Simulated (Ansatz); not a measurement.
**C3H7FSi: a ladder of functionals and wavefunction methods**

An exercise on one series of results from a longer session: the logs are not shown, and one member is left open.

Method: functionals in def2-TZVPP, the program's frozen cores in correlated methods; program: Ansatz 0.2.0, Gaussian basis.

The runs, in order: PBE-D4, r2SCAN-D4, PBE0-D4, B3LYP-D4, ωB97X-V, ωB97M-V, B2PLYP; CCSD(T)/def2-TZVPP; MP2/def2-QZVPP; extrapolation to the limit.

## Structure used throughout

All runs share one geometry, relaxed beforehand with PBE0-D4 in a triple-zeta def2 set.

12 atoms, charge 0, spin multiplicity 1.

Atoms are counted from 1 here; the program's logs count them from 0.

Bond lengths: F1–C2 1.392 Å, C2–Si3 1.885 Å, C2–H6 1.095 Å, C2–H7 1.095 Å, Si3–C4 1.847 Å, Si3–C5 1.843 Å, Si3–H8 1.478 Å, C4–C5 1.545 Å, C4–H9 1.086 Å, C4–H10 1.085 Å, C5–H11 1.085 Å, C5–H12 1.085 Å. Angles: F1–C2–Si3 111.5°, F1–C2–H6 107.8°, F1–C2–H7 108.4°, Si3–C2–H6 111.6°, Si3–C2–H7 109.6°, H6–C2–H7 107.8°, C2–Si3–C4 117.3°, C2–Si3–C5 119.1°, C2–Si3–H8 115.4°, C4–Si3–C5 49.5°, C4–Si3–H8 119.8°, C5–Si3–H8 119.9°, Si3–C4–C5 65.1°, Si3–C4–H9 119.7°, Si3–C4–H10 119.3°, C5–C4–H9 116.3°, C5–C4–H10 116.3°, H9–C4–H10 112.4° and more.

The first run:

Input file in.yaml:

```yaml
crystal:
  periodic: [false, false, false]
  atoms:
    - {symbol: F, position_ang: [-2.176032, -0.472448, 1.710864]}
    - {symbol: C, position_ang: [-1.094374, 0.357652, 1.432397]}
    - {symbol: Si, position_ang: [0.227795, -0.540306, 0.433406]}
    - {symbol: C, position_ang: [1.194661, 0.457188, -0.784441]}
    - {symbol: C, position_ang: [0.147739, -0.493723, -1.407077]}
    - {symbol: H, position_ang: [-0.699855, 0.724864, 2.385515]}
    - {symbol: H, position_ang: [-1.458901, 1.221460, 0.865914]}
    - {symbol: H, position_ang: [0.866128, -1.687005, 1.113893]}
    - {symbol: H, position_ang: [0.998498, 1.520072, -0.885225]}
    - {symbol: H, position_ang: [2.235615, 0.209831, -0.965050]}
    - {symbol: H, position_ang: [-0.703470, -0.022948, -1.888654]}
    - {symbol: H, position_ang: [0.539097, -1.329737, -1.977442]}
basis:
  gaussian: {orbitals: def2-TZVPP}
hamiltonian: {xc: pbe, dispersion: d4}
output: {forces: true, orbitals: {seedname: orbitals}}
```

On the command line:

```console
$ ansatz run in.yaml --threads 4 --pin off --events-out ev --progress --plain --max-ram 10444MiB
```

Steps of the session up to this table: PBE-D4 (GGA); r2SCAN-D4 (meta-GGA); PBE0-D4 (hybrid); B3LYP-D4 (hybrid); ωB97X-V (range-separated); ωB97M-V (range-separated); B2PLYP (double hybrid); CCSD(T) in def2-TZVPP; MP2 in def2-QZVPP.

One table of the session follows, with a row left open; its other results are not shown here.

It belongs to the step «Atomisation energies». 

```
            method  atomisation energy (kJ/mol)
            PBE-D4                       4566.8
         r2SCAN-D4                       4492.5
           PBE0-D4                       4497.5
          B3LYP-D4                            ?
           ωB97X-V                       4491.6
           ωB97M-V                       4489.9
            B2PLYP                       4424.1
     HF/def2-TZVPP                       3295.3
    MP2/def2-TZVPP                       4424.2
   CCSD/def2-TZVPP                       4298.8
CCSD(T)/def2-TZVPP                       4361.0
           MP2/CBS                       4533.1
       CCSD(T)/CBS                       4469.9
```

Estimate the missing values for B3LYP-D4.

As computed: atomisation energy (kJ/mol): 4469.0. In the column «atomisation energy (kJ/mol)» it lies between MP2/def2-TZVPP (4424.2) and CCSD(T)/CBS (4469.9).

Caveats from the session: Free atoms (1 F, 3 C, 1 Si, 7 H) were run apart at each level; the atomisation energy is their sum less the molecule, without zero-point or spin-orbit terms.
